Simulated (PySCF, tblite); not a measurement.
**C14H20: geometry, infrared bands, NMR shifts and electronic excitations**

What infrared bands, NMR shifts and electronic excitations should C14H20 (`Cc1ccc2c(c1)C[C@@H](C(C)(C)C)C2`) show?

Programs: tblite 0.8.0 and PySCF 2.14.0, with density-fitted response routines of our own. Each step states its level of theory. These are calculated values for one molecule in the gas phase, unless marked as measured. Atoms count from 0, in the outputs and in this text.

## 1. The starting structure

34 atoms, charge 0, multiplicity 1; geometry from: force field or distance geometry start.

Bonds of the start (Å): C0–C1 1.51, C1–C2 1.42, C2–C3 1.40, C3–C4 1.38, C4–C5 1.41, C5–C6 1.39, C5–C7 1.48, C7–C8 1.55, C8–C9 1.57, C9–C10 1.55, C9–C11 1.54, C9–C12 1.54, C8–C13 1.55, C6–C1 1.39, C13–C4 1.49, C0–H14 1.10, C0–H15 1.09, C0–H16 1.09, C2–H17 1.08, C3–H18 1.10, C6–H19 1.08, C7–H20 1.10, C7–H21 1.10, C8–H22 1.11, C10–H23 1.10, C10–H24 1.09, C10–H25 1.10, C11–H26 1.09, C11–H27 1.10, C11–H28 1.09 and more.

## 2. Optimising the geometry with GFN2-xTB

The job: settings as JSON, then the geometry in Å.

```
{"job": {"kind": "relax", "xc": "GFN2-xTB", "basis": "xTB"}, "charge": 0, "multiplicity": 1}
C      4.970400     0.456600    -1.043300
C      3.613600     0.461600    -0.383000
C      3.538200     0.530300     1.034700
C      2.289700     0.503400     1.669300
C      1.147200     0.380800     0.912700
C      1.222400     0.291600    -0.488300
C      2.451400     0.319600    -1.140200
C     -0.125600     0.127300    -1.086200
C     -1.044400     0.594400     0.067000
C     -2.523600     0.081300     0.020700
C     -3.181100     0.530400    -1.305600
C     -3.323000     0.692300     1.185600
C     -2.633600    -1.449600     0.120700
C     -0.267300     0.283600     1.367500
H      5.673700     1.077000    -0.477300
H      5.342800    -0.561700    -1.102000
H      4.897100     0.888000    -2.046200
H      4.432600     0.613800     1.629300
H      2.231300     0.552900     2.765900
H      2.504100     0.228900    -2.211400
H     -0.261900     0.755700    -1.974300
H     -0.283100    -0.925200    -1.351200
H     -1.083600     1.705700     0.003900
H     -2.700000     0.067000    -2.173500
H     -4.235400     0.253900    -1.331500
H     -3.133000     1.618800    -1.416700
H     -4.375000     0.415200     1.132600
H     -3.270600     1.791100     1.169200
H     -2.937400     0.358700     2.152400
H     -3.675200    -1.767500     0.079400
H     -2.208300    -1.833900     1.047600
H     -2.117600    -1.948300    -0.713800
H     -0.493500     1.021400     2.147400
H     -0.454900    -0.725700     1.756700
```

The run is started by

```bash
> OMP_NUM_THREADS=2 python probes_run.py task.json out
```

One launch serves the whole session: the jobs run in the order shown.

**Question.** This job is followed by: GFN2-xTB harmonic vibrations, gas phase; PBE0-D3(BJ)/def2-SVP geometry optimisation, gas phase; GIAO PBE0/pcSseg-1 NMR shielding, non-relativistic, gas phase; TDDFT CAM-B3LYP/def2-SVPD, vertical, gas phase, core orbitals frozen in the response. Predict these results of the whole session: strongest single infrared mode (GFN2-xTB); zero-point energy (GFN2-xTB); point group; rotational constants (main isotopes); ¹³C shifts against TMS (PBE0/pcSseg-1, means over atoms taken as alike); ¹H shifts against TMS (PBE0/pcSseg-1, means over atoms taken as alike); lowest singlet (CAM-B3LYP/def2-SVPD); brightest single state of those computed; lowest triplet.

The runs gave:

| quantity | value |
| --- | --- |
| strongest single infrared mode (GFN2-xTB) | 3030 cm⁻¹, 114 km/mol |
| zero-point energy (GFN2-xTB) | 187.8 kcal/mol |
| point group | C1 |
| rotational constants (main isotopes) | 1.84, 0.34, 0.31 GHz |
| ¹³C shifts against TMS (PBE0/pcSseg-1, means over atoms taken as alike) | 148.7, 145.6, 140.7, 132.4, 130.3, 129.5, 53.8, 36.5, 36.3, 31.8, 29.1, 23.2 ppm |
| ¹H shifts against TMS (PBE0/pcSseg-1, means over atoms taken as alike) | 7.24, 7.14, 7.08, 2.76, 2.75, 2.64, 2.63, 2.34, 2.03, 0.95 ppm |
| lowest singlet (CAM-B3LYP/def2-SVPD) | 5.16 eV (240 nm), f = 0.034 |
| brightest single state of those computed | state 5, 6.73 eV, f = 0.895 |
| lowest triplet | 3.95 eV |

**Reading.** Relaxing lowered the energy by 0.123 eV in 27 steps; the close pair that moved most is C1–C2, from 1.421 to 1.389 Å (GFN2-xTB). No mode is imaginary among the 96: a minimum at this level. Unscaled tight-binding wavenumbers are off by several per cent, some by more. Its intensities can rank the bands wrongly. Relaxing lowered the energy by 0.320 eV in 9 steps; the close pair that moved most is C0–H15, from 1.046 to 1.103 Å (PBE0/def2-SVP). At PBE0/pcSseg-1: The largest span, 232 ppm, is at C1, where the paramagnetic term is -221 ppm. NICS(1)zz of -26 ppm above the planar ring from C1 marks a diatropic (aromatic) ring current. The first singlet state (HOMO→LUMO 0.70, HOMO−1→LUMO+1 0.26) lies at 5.16 eV and is weak; of the 10 states computed, the strongest absorption comes from state 5 at 6.73 eV. The lowest triplet lies 1.21 eV below the lowest singlet (triplets in Tamm-Dancoff, singlets in full TDDFT).
